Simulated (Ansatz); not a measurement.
**WCl (doublet): from Hartree-Fock to the top rungs, def2-TZVPP**

The task here is to estimate one member of a computed series from the others.

The runs use Ansatz 0.2.0, Gaussian basis; def2-TZVPP, core rule «outside noble gas», up to 9 orbitals frozen.

To be run: UHF; ROHF; CCSD(T) on UHF.

### The system

The geometry is a PBE0/def2-TZVP stationary point (not a proven minimum) of the parent state, kept for this charge and spin. No spin-orbit coupling is included. Elements past krypton take def2 core potentials.

2 atoms, charge 0, spin multiplicity 2.

Atoms are counted from 1 here; the program's logs count them from 0.

Bond lengths: W1–Cl2 2.233 Å.

The first run:

Input file in.yaml:

```yaml
crystal:
  periodic: [false, false, false]
  atoms:
    - {symbol: W, position_ang: [0.000000, 0.000000, 0.000000]}
    - {symbol: Cl, position_ang: [0.000000, 0.000000, 2.233000]}
basis:
  gaussian: {orbitals: def2-TZVPP}
magnetization: {spin_polarized: true, initial_magnetization: 1}
hamiltonian: {xc: hf}
output: {orbitals: {seedname: orbitals}}
```

Run with:

```
$ ansatz run in.yaml --threads 1 --pin off --events-out ev --progress --plain --max-ram 3968MiB --backend cpu
```

Among the steps run: UHF; ROHF; CCSD(T) on UHF.

One of the session's tables, all rows but one given; the rest of the session is left out.

| method | from UCCSD(T) (meV) |
| --- | --- |
| ROHF | +11522.7 |
| UHF | +10120.2 |
| UMP2 | ? |
| UCCSD | +879.3 |
| UCCSD(T) | 0 |

Estimate the missing values for UMP2.

**Answer.** from UCCSD(T) (meV): +1937.1. In the column «from UCCSD(T) (meV)» it lies between UCCSD (+879.3) and UHF (+10120.2).

The program flags UCCSD(T) as in doubt (see the logs), so the zero of the table is itself unsure.

Caveats from the session: The determinant is far from a pure spin state, so its energy mixes those of several spin states (harmless only where they are near-degenerate, as at dissociation). The program flags UCCSD(T) as in doubt, so the zero of the table is itself unsure. Warnings: spin contamination; coupled cluster took another determinant than the lowest.
